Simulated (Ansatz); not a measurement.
# CH₅ClGeS: a ladder of functionals and wavefunction methods

An exercise on one series of results from a longer session: the logs are not shown, and one member is left open.

Method: functionals in def2-TZVPP, the program's frozen cores in correlated methods; program: Ansatz 0.2.0, Gaussian basis.

Levels to be run: LDA (SPW92), PBE-D4, revPBE-D4, BLYP-D4, r2SCAN-D4, B97M-V, PBE0-D4, B3LYP-D4, r2SCANh-D4, r2SCAN0-D4, HSE06-D4, BHLYP-D4, CAM-B3LYP-D4, LC-ωPBE, ωB97X-V, ωB97M-V, B2PLYP, PBE-QIDH; CCSD(T)/def2-SVP; CCSD(T)/def2-TZVPP; MP2/def2-QZVPP; extrapolation to the limit; RPA on PBE.

### The relaxed structure

All runs share one geometry, relaxed beforehand with PBE0-D4 in a triple-zeta def2 set.

SMILES `C[S][GeH2][Cl]`, 9 atoms, charge 0, spin multiplicity 1.

Atoms are counted from 1 here; the program's logs count them from 0.

Bond lengths: C1–S2 1.815 Å, C1–H5 1.089 Å, C1–H6 1.090 Å, C1–H7 1.090 Å, S2–Ge3 2.193 Å, Ge3–Cl4 2.164 Å, Ge3–H8 1.531 Å, Ge3–H9 1.535 Å. Angles: S2–C1–H5 110.8°, S2–C1–H6 111.3°, S2–C1–H7 106.4°, H5–C1–H6 110.2°, H5–C1–H7 109.0°, H6–C1–H7 109.0°, C1–S2–Ge3 99.2°, S2–Ge3–Cl4 109.8°, S2–Ge3–H8 108.5°, S2–Ge3–H9 111.5°, Cl4–Ge3–H8 108.0°, Cl4–Ge3–H9 104.8°, H8–Ge3–H9 114.1°.

Set-up of the first run:

in.yaml

```yaml
crystal:
  periodic: [false, false, false]
  atoms:
    - {symbol: C, position_ang: [-0.058060, 1.249306, -0.916368]}
    - {symbol: S, position_ang: [1.311200, 0.140235, -0.482433]}
    - {symbol: Ge, position_ang: [0.273017, -1.152966, 0.952557]}
    - {symbol: Cl, position_ang: [-1.337069, -2.205039, -0.039296]}
    - {symbol: H, position_ang: [-0.878815, 0.691768, -1.366302]}
    - {symbol: H, position_ang: [-0.410425, 1.802751, -0.045985]}
    - {symbol: H, position_ang: [0.336318, 1.953879, -1.648100]}
    - {symbol: H, position_ang: [1.265958, -2.194016, 1.475302]}
    - {symbol: H, position_ang: [-0.413723, -0.332217, 2.053426]}
basis:
  gaussian: {orbitals: def2-TZVPP}
hamiltonian: {xc: lda}
output: {orbitals: {seedname: orbitals}}
```

Among the steps run: LDA; PBE-D4 (GGA); revPBE-D4 (GGA); BLYP-D4 (GGA); r2SCAN-D4 (meta-GGA); B97M-V (meta-GGA); PBE0-D4 (hybrid); B3LYP-D4 (hybrid); r2SCANh-D4 (hybrid); r2SCAN0-D4 (hybrid); HSE06-D4 (hybrid); BHLYP-D4 (hybrid); CAM-B3LYP-D4 (range-separated); LC-ωPBE-D4 (range-separated; the results give it without D4); ωB97X-V (range-separated); ωB97M-V (range-separated); B2PLYP (double hybrid); PBE-QIDH (double hybrid).

One table of the session follows, with a row left open; its other results are not shown here.

It belongs to the step «Frontier levels by functional». 

| functional | HOMO (eV) | gap (eV) |
| --- | --- | --- |
| LDA (SPW92) | -6.11 | 4.45 |
| PBE-D4 | -6.00 | 4.60 |
| revPBE-D4 | -5.96 | 4.66 |
| BLYP-D4 | -5.85 | 4.52 |
| r2SCAN-D4 | -6.27 | 5.13 |
| B97M-V | ? | ? |
| PBE0-D4 | -7.22 | 6.75 |
| B3LYP-D4 | -6.98 | 6.23 |
| r2SCANh-D4 | -6.72 | 5.91 |
| r2SCAN0-D4 | -7.40 | 7.08 |
| HSE06-D4 | -6.82 | 5.98 |
| BHLYP-D4 | -8.30 | 8.81 |
| CAM-B3LYP-D4 | -8.53 | 9.09 |
| LC-ωPBE | -9.93 | 11.70 |
| ωB97X-V | -9.58 | 11.23 |
| ωB97M-V | -9.41 | 10.87 |

**Question.** Estimate the row for B97M-V.

**Answer.** HOMO (eV): -6.38; gap (eV): 5.23. In the column «HOMO (eV)» it lies between r2SCANh-D4 (-6.72) and r2SCAN-D4 (-6.27).
